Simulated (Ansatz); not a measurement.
Run this with the Python package of Ansatz (0.2.0) and show what comes out.

Input file `tial.cif`:
```cif
data_TiAl
_cell_length_a 2.867262
_cell_length_b 2.867262
_cell_length_c 4.678083
_cell_angle_alpha 90.00000
_cell_angle_beta 90.00000
_cell_angle_gamma 120.00000
_symmetry_space_group_name_H-M 'P 1'
_symmetry_Int_Tables_number 1
loop_
_symmetry_equiv_pos_as_xyz
'x, y, z'
loop_
_atom_site_label
_atom_site_type_symbol
_atom_site_fract_x
_atom_site_fract_y
_atom_site_fract_z
Ti1 Ti    0.000000    0.000000    0.000000
Al2 Al    0.333333    0.666667    0.500000
```

The script, `tial.py`:
```python
"""Area of the Fermi surface of TiAl."""

import logging
import sys
import warnings

import ansatz as az
from ase.io import read

logging.basicConfig(stream=sys.stdout, format="[%(levelname)s] %(message)s")
log = logging.getLogger("calc")
log.setLevel(logging.INFO)


def main() -> None:
    warnings.simplefilter("ignore", az.DeckWarning)

    atoms = read("tial.cif")
    crystal = az.Crystal.from_ase(atoms)

    calc = (
        crystal.calculation()
        .functional("PBEsol")
        .kpoints(density=3.8)
        .occupations("Fermi-Dirac")
        .eigenstates(nscf_kmesh=(12, 12, 8), level_slopes=True)
    )
    surface = calc.run(threads=1, backend="cpu").fermi_surface().to_plain()
    for way, reading in surface.items():
        if reading:
            rho_lambda = [f"{v:.3e}" for v in reading["resistivity_times_mean_free_path_ohm_m2"]]
            log.info(f"{way:24s} area {reading['spin_summed_area_per_ang2']:8.3f} 1/A^2  rho*lambda (ohm m^2) {rho_lambda}")


if __name__ == "__main__":
    main()
```

```console
$ python tial.py
[INFO] by_tetrahedra            area   36.356 1/A^2  rho*lambda (ohm m^2) ['7.519e-16', '7.519e-16', '1.102e-15']
[INFO] by_slopes                area   39.552 1/A^2  rho*lambda (ohm m^2) ['6.653e-16', '6.653e-16', '1.143e-15']
[INFO] on_every_second_point    area   26.499 1/A^2  rho*lambda (ohm m^2) ['1.079e-15', '1.079e-15', '1.340e-15']
```

What to keep in mind:
- Spin is left out of this run.
- For a metal this k-point mesh is coarse: on a finer one energies can move by several to tens of meV an atom and pressures by half a GPa or more, differences at one mesh by less.
- This cell is a computed structure, which may not be the phase found in nature.
- The three readings differ by the mesh error.
- Run time: 4.6 s on 1 thread of Arm Neoverse V2 (shared host), peak memory 0.42 GiB.

(Lines on the test bed's own set-up are left out of the output.)
